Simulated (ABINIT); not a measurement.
Ta4O:

```
CELL_PARAMETERS angstrom
3.25750 0.00000 0.00000
0.00000 3.25750 0.00000
0.00000 0.00000 7.40934
ATOMIC_POSITIONS crystal
Ta 0.00000 0.00000 0.00000
Ta 0.50000 0.50000 0.21684
Ta 0.50000 0.50000 0.78316
Ta 0.00000 0.00000 0.50000
O 0.50000 0.50000 0.50000
```

The cell comes from a database or a generator and needn't be the stable form of this composition.

```yaml
Program: ABINIT 10.8.3 (patched build)
Task: relaxation of cell and atoms
Functional: PBEsol
Potentials_or_basis: PseudoDojo NC SR PBEsol v0.4.1 standard
Cutoff: 1143 eV
k_mesh: 5 × 5 × 2
Occupations: fermi-dirac, width 0.05 eV
Spin: no spin polarisation
```

At the start: pressure -7.8 GPa; volume 15.72 Å³/atom.

**Question.** Where does the relaxation end?

**Answer.** Over 11 steps the energy falls by 14.1 meV/atom and the volume is 15.18 Å³/atom (-3.4 %); space group P4/mmm (No. 123, to 0.05 Å).

Step by step:
```tsv
step	energy change (eV)	largest force (eV/Å)	pressure (GPa)	volume (Å³)
1	0.0000	0.2740	-7.75	78.62
2	-0.0621	0.1098	-2.63	76.77
3	-0.0694	0.0377	0.10	75.90
4	-0.0695	0.0286	0.05	75.88
5	-0.0696	0.0109	0.00	75.91
6	-0.0697	0.0007	-0.03	75.93
7	-0.0699	0.0504	-0.14	76.00
8	-0.0701	0.0349	-0.11	75.98
9	-0.0703	0.0177	-0.02	75.93
10	-0.0703	0.0141	0.03	75.91
11	-0.0703	0.0005	0.00	75.92
```

Final structure:
```cif
data_structure
_symmetry_space_group_name_H-M 'P 1'
_symmetry_Int_Tables_number 1
_cell_length_a 3.2125
_cell_length_b 3.2125
_cell_length_c 7.3568
_cell_angle_alpha 90.000
_cell_angle_beta 90.000
_cell_angle_gamma 90.000
_cell_volume 75.92
loop_
_atom_site_label
_atom_site_type_symbol
_atom_site_fract_x
_atom_site_fract_y
_atom_site_fract_z
_atom_site_occupancy
Ta1 Ta 0.00000 0.00000 0.00000 1
Ta2 Ta 0.50000 0.50000 0.21887 1
Ta3 Ta 0.50000 0.50000 0.78113 1
Ta4 Ta 0.00000 0.00000 0.50000 1
O1 O 0.50000 0.50000 0.50000 1
```

Caveat: the k mesh is coarse (spacing up to 0.42 Å⁻¹), so the values aren't converged.
